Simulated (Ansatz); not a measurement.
**Ba2C: a single-point run**

Wanted: a converged single-point run for Ba2C, and a check of what comes out. The structure is shown as the input types it. The cell is built on a prototype (antifluorite) and needn't be the phase found in nature.

Method: density functional or hybrid calculation with the settings of its input, plane waves (as first typed), in Ansatz 0.2.0.

### Step 1. Starting point

The structure is cubic, space group Fm-3m (No. 225). The conventional cell has a = 7.013 Å, b = 7.013 Å, c = 7.013 Å, α = 90.00°, β = 90.00°, γ = 90.00°. Around C (site symmetry m-3m) lie 8 Ba at 3.04 Å. Around Ba (site symmetry -43m) lie 4 C at 3.04 Å.

Structure file:

```
CELL_PARAMETERS angstrom
0.00000 3.50665 3.50665
3.50665 0.00000 3.50665
3.50665 3.50665 0.00000
ATOMIC_POSITIONS crystal
C 0.00000 0.00000 0.00000
Ba 0.25000 0.25000 0.25000
Ba 0.75000 0.75000 0.75000
```

### Step 2. Running it

Input file input.yaml:

```yaml
crystal:
  lattice:
    - [0.0, 3.5066490218, 3.5066490218]
    - [3.5066490218, 0.0, 3.5066490218]
    - [3.5066490218, 3.5066490218, 0.0]
  atoms:
    - { symbol: C, position: [0.0, 0.0, 0.0] }
    - { symbol: Ba, position: [0.25, 0.25, 0.25] }
    - { symbol: Ba, position: [0.75, 0.75, 0.75] }
kpoints:
  mp_grid: { grid: [4, 4, 4] }
hamiltonian:
  xc: r2scan
scf:
  occupations: { method: fermi_dirac, width: 0.02 }
  n_extra_bands: 4
  max_iter: 77
output:
  forces: true
  stress: true
  eigenvalues: true
basis:
  ecutwfc: 80
```

Launch:

```bash
ansatz run input.yaml --threads 4 --pin off --max-ram 3686MiB --backend cpu --events-out ev --progress --plain --runs-dir out
```

What happens when this is run?

The program finished normally, with warnings (cutoff below recommended). Its log warns: «basis.ecutwfc = 80 eV is below the records' recommended 500 eV ...»

Look at the input: basis.ecutwfc is 80. With so few plane waves the basis is incomplete by a wide margin. The potentials' recommended cutoff is 500 eV.

The test: delete basis.ecutwfc (the default then holds).
